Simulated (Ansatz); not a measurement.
# WC: stress in a strained cell

WC is deformed so: zz strain of +2 %. What stress and forces result, by LAPW, PAW and all-electron datasets made for the crystal?

Computed with Ansatz 0.2.0 (DFT PBEsol, scalar-relativistic, unless a step's input says otherwise).

### 1 The system as given

Symmetry: P-6m2, No. 187, hexagonal system. Conventional cell: a = 2.901 Å, b = 2.901 Å, c = 2.829 Å, α = 90.00°, β = 90.00°, γ = 120.00°. Around W (site symmetry -6m2) lie 6 C at 2.19 Å. Around C (site symmetry -6m2) lie 6 W at 2.19 Å.

Structure file:

```xyz
2
Lattice="2.9005 0.0000 0.0000 -1.4503 2.5119 0.0000 0.0000 0.0000 2.8290" Properties=species:S:1:pos:R:3 pbc="T T T"
W     0.0000    0.0000    0.0000
C     1.4503    0.8373    1.4145
```

Atoms are numbered in the order of the input: W1, C2.

### 2 The deformed structure

Space group P-6m2 before, P-6m2 after.

### 3 Full-potential LAPW

Contents of input.yaml:

```yaml
crystal:
  lattice:
    - [2.900501436, 0.0, 0.0]
    - [-1.450250718, 2.5119079273, 0.0]
    - [0.0, 0.0, 2.88558]
  atoms:
    - { symbol: W, position: [0.0, 0.0, 0.0] }
    - { symbol: C, position: [0.6666666667, 0.3333333333, 0.5] }
kpoints:
  mp_grid: { grid: [13, 13, 12] }
  band_path:
    path:
      - [0.0, 0.0, 0.0]
      - [0.5, 0.0, 0.0]
      - [0.3333333333, 0.3333333333, 0.0]
      - [0.0, 0.0, 0.0]
      - [0.0, 0.0, 0.5]
      - [0.5, 0.0, 0.5]
      - [0.3333333333, 0.3333333333, 0.5]
      - [0.0, 0.0, 0.5]
      - [0.5, 0.0, 0.5]
    npoints: 5
scf:
  occupations: { method: fermi_dirac, width: 0.05 }
hamiltonian:
  xc: pbesol
  pseudopotentials: { kind: all_electron, lapw: { basis_error: 0.001 } }
output:
  forces: true
  stress: true
  eigenvalues: true
```

On the command line:

```
$ ansatz run input.yaml --threads 1 --pin off --max-ram 3072MiB --backend cpu --events-out ev --progress --plain --runs-dir out
```

Output, cut to the lines that bear on the results:

```text
LAPW: plane waves up to 9.308 Å⁻¹, error target 1.0e-3 eV per atom; small_component_spin mean_spin; C in spheres of 0.912 Å, 6 of its electrons in bands, Dirac shells []; W in spheres of 1.298 Å, 44 of its electrons in bands, Dirac shells []
[...]
Pseudopotentials: kind: all_electron
Pseudopotential: W, LAPW, valence charge 44, Koelling and Harmon's equation, gaussian nucleus
Pseudopotential: C, LAPW, valence charge 6, Koelling and Harmon's equation, gaussian nucleus
Functional definition: PBEsol
[...]
Crystal: 2 atoms, lattice volume = 21.024 Å³
Basis set: ecut = 330.08928250226353 eV, 315 PW (Γ), exchange–correlation at level 2
Bands: 30, of which v1, the nominal top of the filled ones, is band 25 counted from 1 (24 counted from 0)
Symmetry: 12 space group operations
Space group: P-6m2 (ITA 187), of the structure as read, at distance tolerance 2.8e-5 Å
k-points: 147 of 2028 (time reversal used)
[...]
SCF iter   1: F=—  HF=-440108.510150 eV  |F-HF|=—  |Δ(HF+E_count)|=         —  Δρ=1.21e-1  dr2=3.74e0  ethr=7.49e-3  ⟨swp⟩=2.0  Hψ=27290  notcnv=0
[...]
the basis was enlarged: its passes take 582.9 KiB over the memory plan, 1 of 1 planned eigensolver slots
[...]
SCF iter   8: F=-440107.050449 eV  HF=-440107.050449 eV  |F-HF|=4.07e-10  |Δ(HF+E_count)|=   4.07e-9  Δρ=3.34e-6  dr2=8.59e-10  ethr=2.22e-10  ⟨swp⟩=2.8  Hψ=13189  notcnv=0
[...]
NSCF: frozen V_eff on 41 k-points
SCF converged after 8 iterations
Free energy (F): -440107.050449 eV
[...]
E sigma→0 (E₀):  -440107.048981 eV
Entropy (-TS):   -0.002936 eV (-1.468 meV/atom)
Fermi energy:    25.151679 eV
[...]
--- Forces (eV/Å), atoms counted from 1 ---
  atom   1  W     -0.00000000     0.00000000     0.00000000
  atom   2  C      0.00000000     0.00000000     0.00000000
[...]
--- Stress (GPa, compression-positive) ---
       -3.999079      -0.000000       0.000000
       -0.000000      -3.999079       0.000000
        0.000000       0.000000     -19.211588
  P = ⅓ Tr σ = -9.0699 GPa (-90.699 kbar)
--- Band table (eV; the first three rows and the last of 147) ---
[...]
```

Run time: 58 s. Hardware: 1 thread of Arm Neoverse V2, shared host; peak memory 0.47 GiB.

In short: pressure -9.07 GPa; no gap.

### 4 Frozen-core PAW

Contents of input.yaml:

```yaml
crystal:
  lattice:
    - [2.900501436, 0.0, 0.0]
    - [-1.450250718, 2.5119079273, 0.0]
    - [0.0, 0.0, 2.88558]
  atoms:
    - { symbol: W, position: [0.0, 0.0, 0.0] }
    - { symbol: C, position: [0.6666666667, 0.3333333333, 0.5] }
kpoints:
  mp_grid: { grid: [13, 13, 12] }
scf:
  occupations: { method: fermi_dirac, width: 0.05 }
hamiltonian:
  xc: pbesol
  pseudopotentials: { kind: paw }
output:
  forces: true
  stress: true
  eigenvalues: true
  efg: { contact_densities: true }
```

On the command line:

```
$ ansatz run input.yaml --threads 1 --pin off --max-ram 3072MiB --backend cpu --events-out ev --progress --plain --runs-dir out
```

Output, cut to the lines that bear on the results:

```text
W: output.efg is read without spin–orbit coupling, which moves field gradients at and beside such atoms by some per cent and up to a factor of two; PAW files take it under magnetization.noncollinear and magnetization.spin_orbit
[...]
Pseudopotentials: kind: paw
Pseudopotential: W, paw, valence charge 14, recommended cutoff 420 eV (normal)
Pseudopotential: C, paw, valence charge 4, recommended cutoff 420 eV (normal)
[... 1 set-up line as earlier in the session ...]
[...]
Crystal: 2 atoms, lattice volume = 21.024 Å³
Basis set: ecut = 420 eV, 405 PW (Γ), exchange–correlation on 40×40×40 points (8 copies of the dense FFT grid, shifted against one another)
Bands: 13, of which v1, the nominal top of the filled ones, is band 9 counted from 1 (8 counted from 0)
[... 2 set-up lines as earlier in the session ...]
[...]
--- Forces (eV/Å), atoms counted from 1 ---
  atom   1  W     -0.00000000     0.00000000     0.00000000
  atom   2  C     -0.00000000     0.00000000     0.00000000
[...]
--- Stress (GPa, compression-positive) ---
       -4.086836      -0.000000       0.000000
       -0.000000      -4.086836       0.000000
        0.000000       0.000000     -19.298469
  P = ⅓ Tr σ = -9.1574 GPa (-91.574 kbar)
--- PAW observables at the nuclei: V_zz in 10²¹ V/m², potentials from the cell's mean, atoms counted from 1 ---
  atom   1  W  V_zz =    -9.297647   η = 0.0000   by run symmetry: allowed
            electrostatic potential = -14817.840775 V   contact ρ = 8810895.398212 e/Å³
  atom   2  C  V_zz =    +0.107225   η = 0.0000   by run symmetry: allowed
            electrostatic potential = -431.115684 V   contact ρ = 861.063501 e/Å³
--- Band table (eV; the first three rows and the last of 147) ---
  k-point 0: bands = ["-53.7837", "-17.8411", "-17.6730", "-17.6730", "5.8154", "15.8390", "16.9790", "16.9790", "20.0525", "23.2541", "23.2541", "25.6175", "25.6175"]
[...]
```

Run time: 4.7 s. Hardware: 1 thread of Arm Neoverse V2, shared host; peak memory 0.38 GiB.

Read from it: pressure -9.16 GPa; no gap; Vzz W1 -9.30 (η = 0.00), C2 0.11 (η = 0.00) (10²¹ V/m²).

### 5 Datasets made for this crystal

Edit input.yaml of step 4 so:

```diff
@@ -14,3 +14,3 @@
   xc: pbesol
-  pseudopotentials: { kind: paw }
+  pseudopotentials: { kind: all_electron, datasets: crystal }
 output:
```

On the command line:

```
$ ansatz run input.yaml --threads 1 --pin off --max-ram 3072MiB --backend cpu --events-out ev --progress --plain --runs-dir out
```

Output, cut to the lines that bear on the results:

```text
[...]
band count auto-derived: 15 (N_el = 18.0; filled up to band 9; 13 by the electrons, moments and atoms)
W: output.efg is read without spin–orbit coupling, which moves field gradients at and beside such atoms by some per cent and up to a factor of two; PAW files take it under magnetization.noncollinear and magnetization.spin_orbit
[...]
[... 1 set-up line as earlier in the session ...]
Pseudopotential: W, paw, valence charge 28, recommended cutoff 340 eV (normal), Koelling and Harmon's equation, gaussian nucleus
Pseudopotential: C, paw, valence charge 4, recommended cutoff 340 eV (normal), Koelling and Harmon's equation, gaussian nucleus
[... 1 set-up line as earlier in the session ...]
[...]
Crystal: 2 atoms, lattice volume = 21.024 Å³
Basis set: ecut = 340 eV, 315 PW (Γ), exchange–correlation on 36×36×36 points (8 copies of the dense FFT grid, shifted against one another)
[...]
  atom   1  W     -0.00000000     0.00000000     0.00000000
  atom   2  C      0.00000000     0.00000000     0.00000000
[...]
--- Stress (GPa, compression-positive) ---
       -4.001332      -0.000000       0.000000
       -0.000000      -4.001332       0.000000
        0.000000       0.000000     -19.215729
  P = ⅓ Tr σ = -9.0728 GPa (-90.728 kbar)
  It holds what live shells' own plane waves past their cutoff add
--- PAW observables at the nuclei: V_zz in 10²¹ V/m², potentials from the cell's mean, atoms counted from 1 ---
  atom   1  W  V_zz =    -8.752291   η = 0.0000   by run symmetry: allowed
            electrostatic potential = -14814.972509 V   contact ρ = 8806424.091776 e/Å³
  atom   2  C  V_zz =    +0.079276   η = 0.0000   by run symmetry: allowed
            electrostatic potential = -430.366690 V   contact ρ = 861.209767 e/Å³
--- Band table (eV; the first three rows and the last of 147) ---
  k-point 0: bands = ["-48.7643", "-12.8280", "-12.6620", "-12.6620", "10.8320", "20.8563", "21.9970", "21.9970", "25.0692", "28.2741", "28.2741", "30.6327", "30.6327"]
[...]
```

It took 33 s on 1 thread of Arm Neoverse V2, shared host; peak memory 0.88 GiB.

In short: pressure -9.07 GPa; no gap; Vzz W1 -8.75 (η = 0.00), C2 0.08 (η = 0.00) (10²¹ V/m²).

### 6 Stress and forces compared

Stress (GPa, compression positive):

```csv
method,xx,yy,zz,yz,xz,xy
LAPW,-4.00,-4.00,-19.21,0.00,0.00,0.00
PAW,-4.09,-4.09,-19.30,0.00,0.00,0.00
crystal datasets,-4.00,-4.00,-19.22,0.00,0.00,0.00
```

| method | pressure (GPa) | Vzz W1 (10²¹ V/m²) | Vzz C2 (10²¹ V/m²) | SCF cycles, all passes |
| --- | --- | --- | --- | --- |
| LAPW | -9.07 | – | – | 8 |
| PAW | -9.16 | -9.30 | 0.11 | 6 |
| crystal datasets | -9.07 | -8.75 | 0.08 | 9 |

### 7 What came out

| quantity | value |
| --- | --- |
| pressure | LAPW -9.07, PAW -9.16, crystal datasets -9.07 GPa |
| largest shear or deviatoric stress (LAPW) | 10.14 GPa |

In words: The largest part of the stress beyond the pressure is 10.14 GPa in size, in the zz component; the atoms are carried along and not relaxed. No run of the undeformed cell stands beside it, so the pressure holds what the given cell had before the change. PAW: stress within 0.09 GPa of LAPW. Crystal datasets: stress within 0.01 GPa of LAPW. Spin-orbit coupling is left out, though the cell holds W; in elements this heavy it can shift bands and gaps by tenths of an eV.
